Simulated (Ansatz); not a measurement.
**CH4F2Si (SMILES C[SiH](F)F): B2PLYP/cc-pVDZ**

What is the energy change on altering one bond length of CH4F2Si at B2PLYP/cc-pVDZ? 

The results are computed with Ansatz 0.2.0.

61 further runs of the same task are left out: 1 that didn't finish, 60 set aside as unsound or not needed.

### 1 Starting point

CH4F2Si has 8 atoms, charge 0, and is taken as a singlet. SMILES: `C[SiH](F)F`. The coordinates come from a PBE0-D4/def2-TZVP relaxation.

Bond lengths: C1–Si2 1.840 Å, Si2–F3 1.591 Å, Si2–F4 1.591 Å, C1–H5 1.092 Å, C1–H6 1.093 Å, C1–H7 1.093 Å, Si2–H8 1.477 Å. Some angles: C1–Si2–F3 109.8°, C1–Si2–F4 109.8°, F3–Si2–F4 106.8°, C1–Si2–H8 114.8°, F3–Si2–H8 107.6°, F4–Si2–H8 107.6°, Si2–C1–H5 110.7°, Si2–C1–H6 110.6°, Si2–C1–H7 110.6°, H5–C1–H6 108.3°.

### 2 A single-point energy at B2PLYP/cc-pVDZ

File in.yaml:

```yaml
crystal:
  periodic: [false, false, false]
  atoms:
    - symbol: C
      position_ang: [-0.387100, 0.881700, -0.174700]
    - symbol: Si
      position_ang: [0.329300, -0.775200, 0.180600]
    - symbol: F
      position_ang: [1.916300, -0.678300, 0.226700]
    - symbol: F
      position_ang: [-0.035400, -1.783900, -0.994000]
    - symbol: H
      position_ang: [-0.013400, 1.269000, -1.125400]
    - symbol: H
      position_ang: [-0.122700, 1.591000, 0.613300]
    - symbol: H
      position_ang: [-1.476800, 0.824400, -0.231400]
    - symbol: H
      position_ang: [-0.118100, -1.385700, 1.449000]
basis:
  gaussian: {orbitals: cc-pVDZ}
hamiltonian: {xc: {name: B2PLYP}}
correlation: {frozen_orbitals: {C: 1, F: 1, H: 0, Si: 5}}
accuracy: high
output: {orbitals: {seedname: orbitals}}
```

Run with:

```console
$ ansatz run in.yaml --threads 1 --pin off --max-ram 3480MiB --events-out events.jsonl --progress --plain --runs-dir runs
```

Output:

```text
Warning: RAYON_NUM_THREADS=1 ignored (pool sized by the plan → 1); use --threads N
Functional definition: B2PLYP
  name "B2PLYP"
  parameter a = 0.53
  parameter c = 0.27
  exchange = (1 - a)*b88_x + a*exact_x
  correlation = (1 - c)*lyp_c + c*(mp2_os + mp2_ss)
1820 factors; integrals over basis functions are off by at most 3.9e-9 eV
mean field evaluation 1: about -14398.8659 eV, gradient 4.6e1 eV
mean field evaluation 2: about -14399.1369 eV, gradient 4.6e1 eV
mean field evaluation 4: about -14402.9428 eV, gradient 3.5e0 eV
mean field evaluation 8: about -14402.9823 eV, gradient 1.1e-1 eV
mean field evaluation 16: about -14402.9823 eV, gradient 8.5e-6 eV
mean field -14402.98228749 eV, -529.2998363732 hartree, gradient 1.5e-8 eV, S^2 0.000000; 0 other end points of the search recorded, 0 dependent functions left out
8 core orbitals not correlated: weight in the atoms' cores, before any rotation towards them, 1.000 or more for the frozen orbitals, at most 0.000 for the correlated occupied ones
reference -14402.98231055 eV, -529.2998372205 hartree; 13, 13 occupied and 59, 59 virtual orbitals, 1820 factors
second order -20.05216646 eV of doubles, -0.00000000 eV of singles
Total energy: -14408.39639549 eV, -529.4988011724 hartree
```

It took 10 s on 1 thread of Arm Neoverse V1, shared host; peak memory 0.25 GiB.

### 3 The distorted shape, same level

File molecule.yaml:

```yaml
crystal:
  periodic: [false, false, false]
  atoms:
    - symbol: C
      position_ang: [-0.602015, 1.378759, -0.281288]
    - symbol: Si
      position_ang: [0.329300, -0.775200, 0.180600]
    - symbol: F
      position_ang: [1.916300, -0.678300, 0.226700]
    - symbol: F
      position_ang: [-0.035400, -1.783900, -0.994000]
    - symbol: H
      position_ang: [-0.228315, 1.766059, -1.231988]
    - symbol: H
      position_ang: [-0.337615, 2.088059, 0.506712]
    - symbol: H
      position_ang: [-1.691715, 1.321459, -0.337988]
    - symbol: H
      position_ang: [-0.118100, -1.385700, 1.449000]
basis:
  gaussian: {orbitals: cc-pVDZ}
hamiltonian: {xc: {name: B2PLYP}}
accuracy: high
output: {orbitals: {seedname: orbitals}}
correlation: {frozen_orbitals: {C: 1, F: 1, H: 0, Si: 5}}
```

Run with:

```console
$ ansatz run molecule.yaml --threads 1 --pin off --max-ram 3480MiB --events-out events.jsonl --progress --plain --runs-dir runs
```

Output (excerpt; [...] marks lines left out):

```text
Warning: RAYON_NUM_THREADS=1 ignored (pool sized by the plan → 1); use --threads N
[... 2 set-up lines as earlier in the session ...]
[...]
1800 factors; integrals over basis functions are off by at most 3.5e-9 eV
[...]
mean field -14401.51738725 eV, -529.2460022822 hartree, gradient 2.9e-8 eV, S^2 0.000000; 0 other end points of the search recorded, 0 dependent functions left out
8 core orbitals not correlated: weight in the atoms' cores, before any rotation towards them, 1.000 or more for the frozen orbitals, at most 0.000 for the correlated occupied ones
reference -14401.51741108 eV, -529.2460031581 hartree; 13, 13 occupied and 59, 59 virtual orbitals, 1800 factors
second order -20.30840541 eV of doubles, -0.00000000 eV of singles
Total energy: -14407.00068054 eV, -529.4475095941 hartree
```

Wall time 11 s (1 thread of Arm Neoverse V1, shared host); peak memory 0.25 GiB.

### 4 Summary of results

At B2PLYP/cc-pVDZ, 8 core orbitals frozen:

| quantity | value |
| --- | --- |
| first shape: total energy | -529.49880 Eh |
| first shape: HOMO energy (SCF part's orbitals) | -10.64 eV |
| first shape: LUMO energy (SCF part's orbitals) | 2.88 eV |
| first shape: HOMO–LUMO gap (SCF part's orbitals) | 13.52 eV |
| distorted shape: total energy | -529.44751 Eh |
| distorted shape: HOMO energy (SCF part's orbitals) | -9.25 eV |
| distorted shape: LUMO energy (SCF part's orbitals) | 1.41 eV |
| distorted shape: HOMO–LUMO gap (SCF part's orbitals) | 10.66 eV |
| energy change with the C1–Si2 bond stretched from 1.840 to 2.392 Å | 1.396 eV |

What this shows: With the C1–Si2 bond stretched from 1.840 to 2.392 Å the energy rises by 1.40 eV (135 kJ/mol). The first shape isn't relaxed at this level, so the change isn't measured from a minimum.
